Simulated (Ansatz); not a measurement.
# LaS: how the settings move a single-point run

Aim: see which settings change the result for LaS, by how much, and at what cost.

Computed with Ansatz 0.2.0 (reference: DFT, r2SCAN, PAW with Ansatz's default frozen-core files, scalar-relativistic, unless a step's input says otherwise).

### Step 1. Starting point

Symmetry: Fm-3m, No. 225, cubic system. The conventional cell has a = 4.962 Å, b = 4.962 Å, c = 4.962 Å, α = 90.00°, β = 90.00°, γ = 90.00°. La (site symmetry m-3m) has 6 S at 2.48 Å as nearest neighbours. S (site symmetry m-3m) has 6 La at 2.48 Å as nearest neighbours.

Coordinates:

```
La S
1.0
     0.00000    2.48104    2.48104
     2.48104    0.00000    2.48104
     2.48104    2.48104    0.00000
La S
1 1
Direct
  0.00000 0.00000 0.00000
  0.50000 0.50000 0.50000
```

### Step 2. Reference

File input.yaml:

```yaml
crystal:
  lattice:
    - [0.0, 2.48103953, 2.48103953]
    - [2.48103953, 0.0, 2.48103953]
    - [2.48103953, 2.48103953, 0.0]
  atoms:
    - { symbol: La, position: [0.0, 0.0, 0.0] }
    - { symbol: S, position: [0.5, 0.5, 0.5] }
kpoints:
  mp_grid: { grid: [11, 11, 11] }
  band_path:
    path:
      - [0.0, 0.0, 0.0]
      - [0.5, 0.0, 0.5]
      - [0.625, 0.25, 0.625]
      - [0.375, 0.375, 0.75]
      - [0.0, 0.0, 0.0]
      - [0.5, 0.5, 0.5]
      - [0.5, 0.25, 0.75]
      - [0.5, 0.0, 0.5]
    npoints: 6
scf:
  occupations: { method: fermi_dirac, width: 0.05 }
hamiltonian:
  xc: r2scan
  pseudopotentials: { kind: paw }
output:
  forces: true
  stress: true
  eigenvalues: true
  efg: { contact_densities: true }
  populations: true
```

Launch:

```
$ ansatz run input.yaml --threads 1 --pin off --max-ram 2048MiB --backend cpu --events-out ev --progress --plain --runs-dir out
```

### Step 3. Changed: lower_state_search standard, hubbard.sites [{species: La, l: f, u_eff: 2.0}], hubbard.double_counting amf

Changes to input.yaml since step 2:

```diff
@@ -23,2 +23,3 @@
   occupations: { method: fermi_dirac, width: 0.05 }
+  lower_state_search: standard
 hamiltonian:
@@ -26,2 +27,3 @@
   pseudopotentials: { kind: paw }
+  hubbard: { sites: [{ species: La, l: f, u_eff: 2.0 }], double_counting: amf }
 output:
@@ -32 +34,5 @@
   populations: true
+  write_density: true
+  write_potential: true
+  elf: true
+  volumetric_format: npy
```

What does the calculation give? Wanted: for each run, ending; energy change; pressure; gap; force.

As calculated:

| run | ending | energy change | pressure (GPa) | gap (eV) | force (eV/Å) | cycles | time |
| --- | --- | --- | --- | --- | --- | --- | --- |
| reference | converged | 0 | 129.5 | 0.00 | 0.00 | 6 | 11 s |
| 1: lower_state_search standard, hubbard.sites [{species: La, l: f, u_eff: 2.0}], hubbard.double_counting amf | converged | -1.0 meV/atom (U changed: no physical gain or loss) | 129.4 | 0.00 | 0.00 | 7 | 12 s |

Times don't compare one to one where runs were asked for different outputs or read a saved state (see the inputs); cycles may leave out searches for a lower state.

Residual by cycle in the longest SCF loop of each run; runs are numbered as in the table. The quantity is the density residual dr2, in eV.

| cycle | reference | run 1 |
| --- | --- | --- |
| 1 | 0.0577 | 0.159 |
| 2 | 0.0272 | 0.0863 |
| 3 | 0.00447 | 0.0205 |
| 4 | 6.5e-5 | 3.1e-4 |
| 5 | 3.3e-7 | 7.4e-5 |
| 6 | 7.4e-8 | 1.7e-6 |
| 7 | - | 3.1e-8 |

**Reading.** Changing the search for lower states and Hubbard U moves the energy by -1.0 meV/atom. The U term adds an energy of its own, so the shift says nothing about which run is better. A changed U is a change of model: its shifts are not errors of convergence. The structure is not at rest: the sound run finds 129 GPa, so these are no properties of the relaxed crystal. 
